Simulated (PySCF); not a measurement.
# C4H12AsB: the cost of one run

Computed with PySCF 2.14.0, with density-fitted response routines of our own, on a single molecule in the gas phase. Atoms count from 0, in the outputs and in this text.

**1. The molecule as given**

18 atoms, charge 0, multiplicity 1; geometry from: GFN2-xTB.

Bonds of the start (Å): B0–As1 1.97, As1–C2 2.00, C2–C3 1.52, C3–C4 1.53, C4–C5 1.52, B0–H6 1.17, B0–H7 1.17, As1–H8 1.51, C2–H9 1.09, C2–H10 1.09, C3–H11 1.10, C3–H12 1.10, C4–H13 1.09, C4–H14 1.09, C5–H15 1.09, C5–H16 1.09, C5–H17 1.09.

**2. Ultraviolet spectrum: wB97X-D/def2-SVPD**

Job settings and geometry (Å):

```
{"job": {"kind": "uv", "xc": "wB97X-D", "basis": "def2-SVPD", "nstates": 8, "ntriplets": 3}, "charge": 0, "multiplicity": 1}
B      3.050010     0.110661    -0.862065
As     2.475200    -0.865708     0.754275
C      0.567513    -1.201766     0.272689
C     -0.177415     0.051106    -0.165308
C     -1.640608    -0.234301    -0.499357
C     -2.370090     1.020125    -0.964261
H      2.780825    -0.301346    -1.927561
H      3.780084     1.025225    -0.805654
H      2.209387     0.345796     1.609989
H      0.564560    -1.942125    -0.533131
H      0.056296    -1.655743     1.127332
H      0.316744     0.481840    -1.042442
H     -0.134237     0.798821     0.634108
H     -2.139653    -0.637470     0.385244
H     -1.690565    -0.994841    -1.282597
H     -3.410249     0.797498    -1.190714
H     -2.343813     1.785397    -0.191309
H     -1.902747     1.423149    -1.860415
```

With the program's defaults for keys left out, this is: TDDFT wB97X-D/def2-SVPD, vertical, gas phase, core orbitals frozen in the response.

Command:

```bash
OMP_NUM_THREADS=1 python probes_run.py task.json out
```

This one command runs all jobs of the session in turn.

Q: Estimate the wall time and peak memory of this job on 1 thread of Arm Neoverse V1, shared host.

About 56 s, with a peak of 0.98 GiB.
